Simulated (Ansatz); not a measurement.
**TaCuN2: stress in a strained cell**

Aim: deform TaCuN2 (zz strain of -1 %) and compute stress, forces and field gradients with LAPW, PAW and all-electron datasets made for the crystal.

Computed with Ansatz 0.2.0 (DFT PBEsol, scalar-relativistic, unless a step's input says otherwise).

## 1. The system as given

Symmetry: R-3m, No. 166, trigonal system. Conventional cell: a = 3.136 Å, b = 3.136 Å, c = 17.438 Å, α = 90.00°, β = 90.00°, γ = 120.00°. Around Ta (site symmetry -3m) lie 6 N at 1.99 Å. Cu (site symmetry -3m) has 2 N at 2.08 Å in its first shell of neighbours. Around N (site symmetry 3m) lie 3 Ta at 1.99 Å and 1 Cu at 2.08 Å.

Coordinates:

```
Ta Cu N
1.0
     1.56800    0.90529    5.81267
    -1.56800    0.90529    5.81267
     0.00000   -1.81057    5.81267
Ta Cu N
1 1 2
Direct
  0.50000 0.50000 0.50000
  0.00000 0.00000 0.00000
  0.11900 0.11900 0.11900
  0.88100 0.88100 0.88100
```

Atoms are numbered in the order of the input: Ta1, Cu2, N3, N4.

## 2. The deformed structure

Space group R-3m before, R-3m after.

## 3. Full-potential LAPW

Input file input.yaml:

```yaml
crystal:
  lattice:
    - [1.5680009383, 0.9052857638, 5.7545433]
    - [-1.5680009383, 0.9052857638, 5.7545433]
    - [0.0, -1.8105715276, 5.7545433]
  atoms:
    - { symbol: Ta, position: [0.5, 0.5, 0.5] }
    - { symbol: Cu, position: [0.0, 0.0, 0.0] }
    - { symbol: "N", position: [0.119, 0.119, 0.119] }
    - { symbol: "N", position: [0.881, 0.881, 0.881] }
kpoints:
  mp_grid: { grid: [12, 12, 12] }
  band_path:
    path:
      - [0.0, 0.0, 0.0]
      - [0.5, 0.5, 0.5]
      - [0.8168343039, 0.1831656961, 0.5]
      - [0.5, -0.1831656961, 0.1831656961]
      - [0.5, 0.0, 0.0]
      - [0.0, 0.0, 0.0]
      - [0.3415828481, -0.3415828481, 0.0]
      - [0.6584171519, 0.0, 0.3415828481]
      - [0.5, 0.0, 0.5]
    npoints: 5
scf:
  occupations: { method: fermi_dirac, width: 0.05 }
hamiltonian:
  xc: pbesol
  pseudopotentials: { kind: all_electron, lapw: { basis_error: 0.001 } }
output:
  forces: true
  stress: true
  eigenvalues: true
```

Run with:

```console
> ansatz run input.yaml --threads 1 --pin off --max-ram 4096MiB --backend cpu --events-out ev --progress --plain --runs-dir out
```

## 4. PAW with frozen cores

Input file input.yaml:

```yaml
crystal:
  lattice:
    - [1.5680009383, 0.9052857638, 5.7545433]
    - [-1.5680009383, 0.9052857638, 5.7545433]
    - [0.0, -1.8105715276, 5.7545433]
  atoms:
    - { symbol: Ta, position: [0.5, 0.5, 0.5] }
    - { symbol: Cu, position: [0.0, 0.0, 0.0] }
    - { symbol: "N", position: [0.119, 0.119, 0.119] }
    - { symbol: "N", position: [0.881, 0.881, 0.881] }
kpoints:
  mp_grid: { grid: [12, 12, 12] }
scf:
  occupations: { method: fermi_dirac, width: 0.05 }
hamiltonian:
  xc: pbesol
  pseudopotentials: { kind: paw }
output:
  forces: true
  stress: true
  eigenvalues: true
  efg: { contact_densities: true }
  write_density: true
  write_potential: true
  elf: true
  volumetric_format: npy
```

## 5. Datasets made for this crystal

input.yaml: that of step 4 with these lines changed.

```diff
@@ -16,3 +16,3 @@
   xc: pbesol
-  pseudopotentials: { kind: paw }
+  pseudopotentials: { kind: all_electron, datasets: crystal }
 output:
@@ -22,5 +22 @@
   efg: { contact_densities: true }
-  write_density: true
-  write_potential: true
-  elf: true
-  volumetric_format: npy
```

(Steps that only read results are left out.)

**Question.** What will these runs give? Wanted: pressure; largest shear or deviatoric stress.

The runs gave:

```
                                 quantity                                              value
                                 pressure  LAPW 19.31, PAW 19.59, crystal datasets 19.31 GPa
largest shear or deviatoric stress (LAPW)                                          14.85 GPa
```

In words: The largest part of the stress beyond the pressure is 14.85 GPa in size, in the zz component; the atoms are carried along and not relaxed. No run of the undeformed cell stands beside it, so pressure and stress hold what the given cell had before the change, as far as its symmetry allows. PAW: stress within 0.35 GPa of LAPW, forces within 27 meV/Å. Crystal datasets: stress within 0.01 GPa of LAPW, forces within 1 meV/Å. Spin-orbit coupling is left out, though the cell holds Ta; in elements this heavy it can shift bands and gaps by tenths of an eV.
